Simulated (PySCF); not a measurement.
**The bond of PrC, level by level**

One table from this session's results is given with a row withheld; the runs are named, their logs left out.

Program: PySCF 2.14.0. Level of theory: Pr x2c-SVPall, C x2c-SVPall, spin-free X2C with a Gaussian nucleus. These are calculated values, not measurements.

The first run:

Settings of the job:

- atoms: Pr, C
- charge: 0
- basis: Pr x2c-SVPall, C x2c-SVPall
- Hamiltonian: spin-free X2C with a Gaussian nucleus
- basis functions: 99
- electrons treated: 65
- masses in u: 140.9076, 12.0000
- levels: PBE0, PBE, r²SCAN, TPSSh, revPBE, HF, MP2, SCS-MP2
- grid: 80 radial by 434 angular points
- occupations: held fixed by the projection of orbital angular momentum
- dissociation limit: Pr + C, each in its ground configuration
- starting distance in angstrom: 2.098
- values of 2S to try: 1, 3, 5, 7

On the command line:

```
> OMP_NUM_THREADS=2 python dia.py task.json out
```

Among the steps run: The job; First curve: PBE0; Other states along the same grid; PBE (GGA); r²SCAN (meta-GGA); TPSSh; revPBE (GGA); UHF (mean field).

One of the session's tables, all rows but one given; the rest of the session is left out.

It belongs to the step «Constants by level of theory». 

| level | Re (Å) | ωe (cm⁻¹) | De (eV) | μ (D) |
| --- | --- | --- | --- | --- |
| revPBE | 1.877 | 783 | 4.27 | -4.83 |
| r²SCAN | 1.863 | 816 | 4.09 | -5.86 |
| TPSSh | 1.868 | 810 | 4.09 | -6.22 |
| PBE0 | ? | ? | ? | ? |

Estimate the missing values for PBE0.

**Answer.** Re (Å): 1.855; ωe (cm⁻¹): 833; De (eV): 3.95; μ (D): -6.59. In the column «Re (Å)» it is the lowest.

De is counted to Pr + C in their ground configurations.

Limits of these values: The state is the lowest single determinant that the PBE0 search found; with open d or f shells the true ground state can be another one.
